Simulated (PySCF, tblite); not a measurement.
# C₁₀H₈ClN: excited states

Wanted: excited states for C₁₀H₈ClN (`C=Cc1cc(Cl)c2ccccn12`).

Programs: tblite 0.8.0 and PySCF 2.14.0, with routines of our own; each step states its level. All values are computed. Atoms count from 0.

## 1. The starting structure

20 atoms, charge 0, multiplicity 1; geometry from: force field or distance geometry start.

## 2. Relaxing the molecule with GFN2-xTB

The job: settings as JSON, then the geometry in Å.

```
{"job": {"kind": "relax", "xc": "GFN2-xTB", "basis": "xTB"}, "charge": 0, "multiplicity": 1}
C      3.432600    -0.479300    -0.608900
C      2.141500    -0.811600    -0.519800
C      1.106300     0.121500    -0.123800
C      1.247100     1.475500     0.175700
C     -0.045300     1.908400     0.485500
Cl    -0.416100     3.538700     0.931600
C     -0.929400     0.845000     0.335800
C     -2.294900     0.808000     0.529700
C     -2.977000    -0.382400     0.330500
C     -2.253100    -1.474100    -0.041900
C     -0.869800    -1.401200    -0.226800
N     -0.210800    -0.233600    -0.027700
H      3.805900     0.501600    -0.411000
H      4.131600    -1.247900    -0.902000
H      1.877200    -1.831400    -0.724000
H      2.162700     2.056600     0.211300
H     -2.788900     1.719400     0.824700
H     -4.051700    -0.446900     0.466300
H     -2.792300    -2.398100    -0.193100
H     -0.280700    -2.257400    -0.514900
```

Run with:

```bash
$ OMP_NUM_THREADS=1 python excited_run.py task.json out
```

This one command runs all jobs of the session in turn.

Standard output:

```text
step      E/eV     max force
  0    -896.24939    2.734
  1    -896.40512    1.025
  2    -896.44400    0.444
  3    -896.46435    0.313
  4    -896.48027    0.330
  5    -896.48780    0.216
  6    -896.49260    0.150
  7    -896.49568    0.138
  8    -896.49750    0.100
  9    -896.49854    0.078
 10    -896.49943    0.070
 11    -896.50022    0.078
 12    -896.50082    0.064
 13    -896.50129    0.062
 14    -896.50172    0.061
 15    -896.50214    0.055
 16    -896.50253    0.049
 17    -896.50289    0.050
 18    -896.50325    0.060
 19    -896.50356    0.058
 20    -896.50377    0.035
 21    -896.50391    0.030
 22    -896.50401    0.029
 23    -896.50410    0.026
 24    -896.50419    0.026
 25    -896.50428    0.028
 26    -896.50438    0.027
 27    -896.50449    0.028
 28    -896.50458    0.021
 29    -896.50466    0.021
 30    -896.50472    0.018
 31    -896.50476    0.015
 32    -896.50480    0.015
 33    -896.50484    0.016
 34    -896.50488    0.014
 35    -896.50491    0.012
 36    -896.50492    0.005
```

It took 0.38 s on 1 thread of Arm Neoverse V1, shared host; peak memory 0.17 GiB.

The steps of the relaxation: (not every step is listed)

| step | energy from step 0 (eV) | largest force (eV/Å) |
| --- | --- | --- |
| 0 | 0.0000 | 2.7335 |
| 1 | -0.1557 | 1.0246 |
| 2 | -0.1946 | 0.4439 |
| 3 | -0.2150 | 0.3127 |
| 4 | -0.2309 | 0.3302 |
| 5 | -0.2384 | 0.2165 |
| 6 | -0.2432 | 0.1502 |
| 7 | -0.2463 | 0.1384 |
| 8 | -0.2481 | 0.0999 |
| 10 | -0.2500 | 0.0698 |
| 12 | -0.2514 | 0.0641 |
| 14 | -0.2523 | 0.0612 |
| 16 | -0.2531 | 0.0489 |
| 18 | -0.2539 | 0.0597 |
| 20 | -0.2544 | 0.0346 |
| 22 | -0.2546 | 0.0292 |
| 24 | -0.2548 | 0.0258 |
| 26 | -0.2550 | 0.0272 |
| 28 | -0.2552 | 0.0214 |
| 30 | -0.2553 | 0.0183 |
| 31 | -0.2554 | 0.0147 |
| 32 | -0.2554 | 0.0147 |
| 33 | -0.2554 | 0.0164 |
| 34 | -0.2555 | 0.0144 |
| 35 | -0.2555 | 0.0117 |
| 36 | -0.2555 | 0.0055 |

Close pairs (by a distance rule), those that changed most:

```
  bond  before (Å)  after (Å)  change (Å)
 C8–C9       1.362      1.414      +0.052
C6–N11       1.346      1.394      +0.048
C9–C10       1.398      1.358      -0.040
 C6–C7       1.380      1.402      +0.023
 C7–C8       1.386      1.364      -0.022
C3–H15       1.085      1.071      -0.014
C4–Cl5       1.730      1.716      -0.014
 C1–C2       1.449      1.438      -0.011
```

The next job starts from the end point, and lists it.

## 3. Vibrational analysis with GFN2-xTB

The job: settings as JSON, then the geometry in Å.

```
{"job": {"kind": "ir", "xc": "GFN2-xTB", "basis": "xTB"}, "charge": 0, "multiplicity": 1}
C      3.426136    -0.531401    -0.620221
C      2.130458    -0.818314    -0.508884
C      1.107304     0.117905    -0.129821
C      1.232913     1.471132     0.187816
C     -0.029459     1.962432     0.490223
Cl    -0.427912     3.568586     0.945397
C     -0.944483     0.917121     0.361825
C     -2.332746     0.828080     0.537756
C     -2.961224    -0.365094     0.332141
C     -2.199515    -1.491896    -0.055402
C     -0.855817    -1.394051    -0.223110
N     -0.217132    -0.208962    -0.021303
H      3.812601     0.453210    -0.427681
H      4.141598    -1.280259    -0.909436
H      1.802456    -1.828295    -0.715721
H      2.144556     2.032779     0.196461
H     -2.868071     1.715733     0.834197
H     -4.027110    -0.461062     0.460167
H     -2.687020    -2.439111    -0.219788
H     -0.252681    -2.237853    -0.517652
```

Standard output:

```text
mode    cm-1     km/mol
  1      63.6      0.07
  2     119.5      0.00
  3     134.1      0.04
  4     152.5      0.05
  5     186.6      0.05
  6     201.9      0.02
  7     327.2      0.28
  8     363.4      0.41
  9     386.3      4.50
 10     408.3      1.15
 11     524.8      0.20
 12     526.6      2.86
 13     549.8      0.13
 14     560.6      3.62
 15     574.7      0.61
 16     659.2      0.02
 17     685.5      0.71
 18     743.2      3.22
 19     758.1     24.25
 20     782.2      0.88
 21     814.4     10.63
 22     845.1      0.40
 23     861.3     16.69
 24     888.4      0.03
 25     906.7      0.02
 26     938.3     14.91
 27     990.9     17.92
 28    1024.1      7.70
 29    1042.4      3.05
 30    1068.6      8.81
 31    1129.4      2.45
 32    1148.7      8.03
 33    1169.5      2.42
 34    1219.3     20.60
 35    1286.5      7.02
 36    1317.6     14.09
 37    1338.3     25.45
 38    1372.4     27.79
 39    1403.9     20.79
 40    1411.6     35.03
 41    1447.1      1.44
 42    1475.1     58.85
 43    1507.0      0.96
 44    1537.2      6.93
 45    1617.0      7.85
 46    1655.3     48.86
 47    3060.8     26.40
 48    3101.2      0.80
 49    3104.3      7.18
 50    3112.3     35.69
 51    3118.4     23.29
 52    3122.6      8.12
 53    3148.8     38.40
 54    3185.9      6.32
```

It took 1.1 s on 1 thread of Arm Neoverse V1, shared host; peak memory 0.17 GiB.

The strongest bands and the atoms that carry them (share of the mass-weighted mode):

```csv
cm⁻¹,km/mol,atoms
1338,25.4,"N11 22 %, H19 22 %, C6 19 %"
1372,27.8,"C4 18 %, C7 13 %, C6 11 %"
1412,35.0,"H13 17 %, H12 14 %, C4 14 %, C3 10 %"
1475,58.9,"C2 33 %, C7 14 %"
1655,48.9,"C1 50 %, C0 40 %"
3061,26.4,H14 91 %
3112,35.7,"H16 42 %, H18 28 %, H19 15 %"
3149,38.4,"H12 52 %, H13 37 %"
```

## 4. Excited states: TDA PBE0/def2-SVP

The job, as its differences from that of step 3:

```diff
@@ -1,2 +1,2 @@
-{"job": {"kind": "ir", "xc": "GFN2-xTB", "basis": "xTB"}, "charge": 0, "multiplicity": 1}
+{"job": {"kind": "states", "xc": "PBE0", "basis": "def2-SVP", "tda": true, "soc": true, "nstates": 6, "ntriplets": 5, "nquad": 4}, "charge": 0, "multiplicity": 1}
 C      3.426136    -0.531401    -0.620221
```

Level: TDA PBE0/def2-SVP excited states, vertical, gas phase, spin-orbit mean-field couplings.

Standard output:

```text
coarse grid: 18512 points
cycle   1  E = -899.5029045593  dE =  2.434e+00  |g| = 4.842e-01  |ddm| = 5.595e+00
cycle   2  E = -899.4346262248  dE =  6.828e-02  |g| = 7.281e-01  |ddm| = 1.306e+00
cycle   3  E = -899.5630490991  dE = -1.284e-01  |g| = 1.332e-01  |ddm| = 8.417e-01
cycle   4  E = -899.5673836028  dE = -4.335e-03  |g| = 4.275e-02  |ddm| = 2.005e-01
cycle   5  E = -899.5677834258  dE = -3.998e-04  |g| = 2.030e-02  |ddm| = 6.836e-02
cycle   6  E = -899.5678908525  dE = -1.074e-04  |g| = 4.547e-03  |ddm| = 2.828e-02
cycle   7  E = -899.5678958370  dE = -4.984e-06  |g| = 1.169e-03  |ddm| = 7.032e-03
final grid: 177800 points
cycle   8  E = -899.6757791607  dE = -4.512e-05  |g| = 8.061e-03  |ddm| = 5.138e-02
cycle   9  E = -899.6757729407  dE =  6.220e-06  |g| = 9.602e-03  |ddm| = 2.194e-02
cycle  10  E = -899.6757965926  dE = -2.365e-05  |g| = 2.126e-03  |ddm| = 1.354e-02
cycle  11  E = -899.6757977251  dE = -1.133e-06  |g| = 3.366e-04  |ddm| = 2.577e-03
cycle  12  E = -899.6757977525  dE = -2.741e-08  |g| = 1.052e-04  |ddm| = 5.396e-04
cycle  13  E = -899.6757977548  dE = -2.283e-09  |g| = 4.923e-05  |ddm| = 1.615e-04
cycle  14  E = -899.6757977554  dE = -6.166e-10  |g| = 1.732e-05  |ddm| = 7.989e-05
converged SCF energy = -899.6757977554

Singlet excitations
state   eV       nm        f     d(h-e)  d(exc)  Lambda  PR(NTO)  |dmu|/D   mu/D   main configurations
  1   3.6321   341.4   0.05365   1.800   3.750   0.737   1.089    3.937    2.982   H->L 0.61, H->L+1 0.32
  2   4.2455   292.0   0.34719   1.426   3.921   0.715   1.324    3.153    3.029   H->L+1 0.47, H->L 0.30, H-1->L 0.20
  3   5.2355   236.8   0.28096   0.651   3.783   0.753   2.059    1.558    1.332   H->L+2 0.45, H-1->L 0.26, H-1->L+1 0.18
  4   5.3847   230.3   0.42836   0.887   3.859   0.718   1.444    1.994    1.228   H-1->L 0.43, H-1->L+1 0.29, H->L+2 0.10
  5   5.9606   208.0   0.00096   0.253   3.996   0.400   1.017                     H->L+3 0.86, H->L+4 0.13
  6   6.0878   203.7   0.28437   1.604   4.323   0.762   2.364                     H-1->L+1 0.37, H->L+2 0.21, H-2->L 0.20

Triplet excitations (Tamm-Dancoff)
state   eV     d(h-e)  d(exc)  Lambda  PR(NTO)   main configurations
  1   2.5024   0.619   3.455   0.743   1.142   H->L 0.89
  2   2.8587   0.224   3.379   0.730   1.166   H->L+1 0.88
  3   4.0547   0.392   3.110   0.791   2.256   H->L+2 0.43, H-1->L+1 0.42
  4   4.1763   1.346   3.389   0.682   1.315   H-1->L 0.68, H-1->L+1 0.11
  5   4.4213   1.167   3.710   0.762   1.879   H-1->L+1 0.36, H->L+2 0.35, H-1->L 0.19
S1 - T1 = 1.1297 eV

Spin-orbit couplings |<S|Hso|T>| (cm-1)
             T1       T2       T3       T4       T5
S0        0.022    0.094    0.191    0.039    0.047
S1        0.042    0.034    0.042    0.013    0.019
S2        0.038    0.038    0.003    0.010    0.031
S3        0.010    0.014    0.031    0.019    0.031
S4        0.028    0.021    0.030    0.050    0.011
S5        4.334    4.863   11.412    4.592   12.413
S6        0.035    0.051    0.036    0.047    0.043
T1 sublevels (cm-1): 0.000 0.001 0.001   radiative rates (1/s): 0.0027 1.7e-05 0.00207
```

It took 78 s on 1 thread of Arm Neoverse V1, shared host; peak memory 0.96 GiB.

From this job:

| quantity | value |
| --- | --- |
| S1 less T1 | 1.13 eV |

Orbitals, density, ELF and potential are computed afterwards from the orbital file.

Frontier orbitals at PBE0/def2-SVP, with the share of their density that lies nearest to each atom:

```
orbital  energy (eV)                                                                 lies on
   HOMO        -5.35  C2, C4 about 16 % each; C0, C8 about 11 % each; C6, C10 about 9 % each
   LUMO        -1.02                           C7, C8, C10 about 16 % each; N11 12 %; C0 7 %
```

ELF in a plane through or near 20 of the atoms.

Ten even steps from ' ' (0.00) to '@' (1.00):
```
                                                        
                            ..                          
                        --++++==--::                    
                      ..##%%**==%%##--                  
                        **%%==##%%%%==                  
                %%@@**  ..==%%##**++    ==..            
                @@@@@@****==::++..  --@@@@@@            
        ..++--  ==@@%%****##++@@====%%@@@@%%            
        %%@@@@%%  ..**##**..++--..@@++--**..            
        ++@@@@@@::..++::::**##%%==++**@@++++##**        
        ::++----%%==@@++**##++++    ++====@@@@@@==      
      **@@@@%%==##::====  ::##--**++##%%**@@@@@@::      
      ##@@@@@@--==@@@@%%  ==**==##----++..  --::        
        ##%%::  ==@@@@**..@@@@@@::==@@@@%%              
                ..##%%  ..@@@@##  --@@@@@@==            
                          ..::      ##%%==              
                                                        
                                                        
                                                        
                                                        
```
The map spans 13.7 Å across and 12.5 Å up, centred on the molecule. Atoms in the plane (x, y in Å): C0 (-3.5, -0.5), C1 (-2.2, -0.8), C2 (-1.1, 0.1), C3 (-1.2, 1.5), C4 (0.1, 2.0), Cl5 (0.6, 3.7), C6 (1.0, 0.9), C7 (2.4, 0.8), C8 (3.0, -0.4), C9 (2.2, -1.6), C10 (0.8, -1.4), N11 (0.2, -0.2), H12 (-3.8, 0.5), H13 (-4.2, -1.3), H14 (-1.9, -1.9), H15 (-2.1, 2.1), H16 (3.0, 1.7), H17 (4.0, -0.5), H18 (2.6, -2.5), H19 (0.2, -2.3).

On the surface of density 0.002 e/bohr³ the electrostatic potential runs, from the 1st to the 99th percentile, from -0.67 V near Cl5 to 1.34 V near H19.

## 5. What came out

```
                                                                  quantity                 value
                                 strongest single infrared mode (GFN2-xTB)  1475 cm⁻¹, 59 km/mol
                                              zero-point energy (GFN2-xTB)         93.0 kcal/mol
                                    S1 less T1 (step 4, TDA PBE0/def2-SVP)               1.13 eV
potential on the surface of density 0.002 e/bohr³, 1st and 99th percentile    -0.67 V and 1.34 V
```

**Reading.** No mode is imaginary among the 54: a minimum at this level. The strongest single mode, at 1475 cm⁻¹, is spread over many atoms; the largest shares are those of C2, C7. GFN2-xTB is a fitted tight-binding method: band positions and strengths are rough. Its intensities can rank the bands wrongly. In step 4, the number of triplets below S1 is 2, and the largest singlet-triplet spin-orbit coupling is S5–T5, 12.41 cm⁻¹. At PBE0/def2-SVP, counted by nearest atom on the grid, the HOMO lies on C2, C4 about 16 % each; C0, C8 about 11 % each, the LUMO on C7, C8, C10 about 16 % each; N11 12 %.
